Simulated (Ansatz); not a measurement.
# Alloy of ZnSe and BeSe (12 of 32 Zn sites exchanged), 64 atoms

Wanted: the relaxed alloy cell and its gap (PBEsol).

Program: Ansatz 0.2.0, PAW, plane waves. These are calculated values, not measurements.

## Step 1: Starting point

64 atoms (20 Zn, 12 Be, 32 Se); a = 10.883 Å, b = 10.883 Å, c = 10.883 Å, α = 90.00°, β = 90.00°, γ = 90.00°. All atoms were shaken off their sites by about 0.02 Å along each axis; atoms next to an added one may be pushed further to make room.

Steps to follow: (2) PBEsol cell relaxation at the single k point (¼, ¼, ¼), on 1 × NVIDIA H100 80GB HBM3 with 4 threads of AMD EPYC 7R13.

## Step 2: PBEsol relaxation of the cell and the positions

Input file in.yaml:

```yaml
crystal:
  lattice:
    - [10.883287, 0.000000, 0.000000]
    - [0.000000, 10.883287, 0.000000]
    - [0.000000, 0.000000, 10.883287]
  atoms:
    - { symbol: Zn, position: [0.997512, 0.000513, 0.000144] }
    - { symbol: Zn, position: [0.002934, 0.498701, 0.001140] }
    - { symbol: Zn, position: [0.997240, 0.501421, 0.500233] }
    - { symbol: Zn, position: [0.501269, 0.003622, 0.499661] }
    - { symbol: Zn, position: [0.499504, 0.499400, 0.004356] }
    - { symbol: Zn, position: [0.248656, 0.249881, 0.001240] }
    - { symbol: Zn, position: [0.248656, 0.249024, 0.503103] }
    - { symbol: Zn, position: [0.249303, 0.752777, 0.001832] }
    - { symbol: Zn, position: [0.249770, 0.750111, 0.499306] }
    - { symbol: Zn, position: [0.748755, 0.750502, 0.999294] }
    - { symbol: Zn, position: [0.746565, 0.749936, 0.501778] }
    - { symbol: Zn, position: [0.745865, 0.999784, 0.252728] }
    - { symbol: Zn, position: [0.749402, 0.000554, 0.746494] }
    - { symbol: Zn, position: [0.748782, 0.499347, 0.750012] }
    - { symbol: Zn, position: [0.001005, 0.249192, 0.251620] }
    - { symbol: Zn, position: [0.999168, 0.748599, 0.250830] }
    - { symbol: Zn, position: [0.001180, 0.750055, 0.753079] }
    - { symbol: Zn, position: [0.502712, 0.252263, 0.255491] }
    - { symbol: Zn, position: [0.496296, 0.749445, 0.254428] }
    - { symbol: Zn, position: [0.502491, 0.749716, 0.749440] }
    - { symbol: Be, position: [0.001032, 0.000158, 0.499031] }
    - { symbol: Be, position: [0.497581, 0.000126, 0.999927] }
    - { symbol: Be, position: [0.499708, 0.498845, 0.500404] }
    - { symbol: Be, position: [0.751540, 0.250673, 0.001808] }
    - { symbol: Be, position: [0.747892, 0.249700, 0.499568] }
    - { symbol: Be, position: [0.249015, 0.000189, 0.249117] }
    - { symbol: Be, position: [0.249894, 0.998582, 0.747420] }
    - { symbol: Be, position: [0.252264, 0.497911, 0.250689] }
    - { symbol: Be, position: [0.252080, 0.500042, 0.750383] }
    - { symbol: Be, position: [0.749154, 0.503558, 0.250353] }
    - { symbol: Be, position: [0.001870, 0.251558, 0.749069] }
    - { symbol: Be, position: [0.501582, 0.248793, 0.752196] }
    - { symbol: Se, position: [0.123893, 0.126892, 0.123377] }
    - { symbol: Se, position: [0.120793, 0.121488, 0.622469] }
    - { symbol: Se, position: [0.126355, 0.627890, 0.126115] }
    - { symbol: Se, position: [0.124990, 0.622758, 0.624009] }
    - { symbol: Se, position: [0.623752, 0.124946, 0.124830] }
    - { symbol: Se, position: [0.626724, 0.124902, 0.624431] }
    - { symbol: Se, position: [0.628664, 0.622936, 0.125153] }
    - { symbol: Se, position: [0.628979, 0.624031, 0.627209] }
    - { symbol: Se, position: [0.376958, 0.374982, 0.125957] }
    - { symbol: Se, position: [0.374582, 0.376130, 0.623794] }
    - { symbol: Se, position: [0.369896, 0.876564, 0.127073] }
    - { symbol: Se, position: [0.374961, 0.875025, 0.626944] }
    - { symbol: Se, position: [0.874632, 0.376155, 0.126816] }
    - { symbol: Se, position: [0.876096, 0.374806, 0.623895] }
    - { symbol: Se, position: [0.872485, 0.874669, 0.124563] }
    - { symbol: Se, position: [0.873143, 0.873074, 0.625721] }
    - { symbol: Se, position: [0.373300, 0.122806, 0.378487] }
    - { symbol: Se, position: [0.374164, 0.127056, 0.874341] }
    - { symbol: Se, position: [0.374746, 0.623359, 0.373932] }
    - { symbol: Se, position: [0.373644, 0.624680, 0.875660] }
    - { symbol: Se, position: [0.876791, 0.126327, 0.375298] }
    - { symbol: Se, position: [0.875686, 0.121313, 0.874862] }
    - { symbol: Se, position: [0.874972, 0.626339, 0.373281] }
    - { symbol: Se, position: [0.875399, 0.624438, 0.873028] }
    - { symbol: Se, position: [0.124329, 0.372482, 0.376368] }
    - { symbol: Se, position: [0.124929, 0.379222, 0.875585] }
    - { symbol: Se, position: [0.125654, 0.877249, 0.374969] }
    - { symbol: Se, position: [0.124445, 0.876402, 0.871445] }
    - { symbol: Se, position: [0.625804, 0.377272, 0.374866] }
    - { symbol: Se, position: [0.626644, 0.373700, 0.873963] }
    - { symbol: Se, position: [0.624711, 0.876949, 0.378054] }
    - { symbol: Se, position: [0.626692, 0.873661, 0.876081] }
  symmetry: { detect: false }
kpoints:
  mp_grid: { grid: [1, 1, 1], shift: [0.25, 0.25, 0.25] }
hamiltonian:
  xc: pbesol
scf:
  occupations: { method: fermi_dirac, width: 0.01 }
relax:
  f_tol: 0.03
  max_steps: 80
  escape_saddle: false
  adjacent_minimum: "off"
  cell: { fix: [shape] }
output:
  forces: true
  eigenvalues: true
  populations: true
```

Run with:

```bash
$ ansatz run in.yaml --threads 4 --pin off --max-ram 42750MiB --runs-dir r --events-out ev --progress --plain --backend cuda --devices 0, --max-vram 37GiB
```

**Question.** What will these runs give? Wanted: for each run, top filled to lowest empty.

**Answer**, as computed:

```
             level        time  top filled to lowest empty (eV)
PBEsol, relaxation  15 s (GPU)                             3.02
```

```
     quantity                                                                         value
   relaxation                                              6 recorded steps, 4.00 eV gained
largest shift                                                                 0.25 Å (Se54)
 relaxed cell  a = 10.887 Å, b = 10.887 Å, c = 10.887 Å, α = 90.00°, β = 90.00°, γ = 90.00°
   mean bonds                                                    Be–Se 2.253, Se–Zn 2.425 Å
```

**In words.** Relaxation gains 4.00 eV, with shifts up to 0.25 Å (Se54), while the volume changes by +0.1 %. Part of this undoes the random shake of the start. The mean lengths of the listed bonds run from Be–Se 2.25 Å to Se–Zn 2.43 Å. No spin–orbit coupling is included; with elements this heavy it would shift the edges. With one k point the spacing samples only the states that fold onto it, so it can exceed the gap over the zone.
